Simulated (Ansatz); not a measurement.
# ZrF (quartet): wave-function methods side by side, def2-QZVPP

The task here is to estimate one member of a computed series from the others.

Computed with Ansatz 0.2.0, Gaussian basis. Level: def2-QZVPP, core rule «outside noble gas», up to 5 orbitals frozen.

Plan: UHF; ROHF; CCSD(T) on UHF.

**The system**

The geometry is a PBE0/def2-TZVP stationary point (not a proven minimum). No spin-orbit coupling is included. Elements past krypton take def2 core potentials.

2 atoms, charge 0, spin multiplicity 4.

Atoms are counted from 1 here; the program's logs count them from 0.

Bond lengths: Zr1–F2 1.889 Å.

Coordinates:

```
Zr    0.0000    0.0000    0.0000
F     0.0000    0.0000    1.8888
```

Set-up of the first run:

in.yaml reads:

```yaml
crystal:
  periodic: [false, false, false]
  atoms:
    - {symbol: Zr, position_ang: [0.000000, 0.000000, 0.000000]}
    - {symbol: F, position_ang: [0.000000, 0.000000, 1.888800]}
basis:
  gaussian: {orbitals: "def2-QZVPP.json"}
magnetization: {spin_polarized: true, initial_magnetization: 3}
hamiltonian: {xc: hf}
output: {orbitals: {seedname: orbitals}}
```

Started as:

```
ansatz run in.yaml --threads 1 --pin off --events-out ev --progress --plain --max-ram 3968MiB --backend cpu
```

Steps of the session up to this table: UHF; ROHF; CCSD(T) on UHF.

One table of the session follows, with a row left open; its other results are not shown here.

It belongs to the step «Misses and costs». 

```
  method  from UCCSD(T) (kJ/mol)
    ROHF                       ?
     UHF                  +898.5
    UMP2                   +32.8
   UCCSD                   +31.8
UCCSD(T)                       0
```

Q: Estimate the row for ROHF from the others.

The run gave: from UCCSD(T) (kJ/mol): +910.0. In the column «from UCCSD(T) (kJ/mol)» it is the highest.
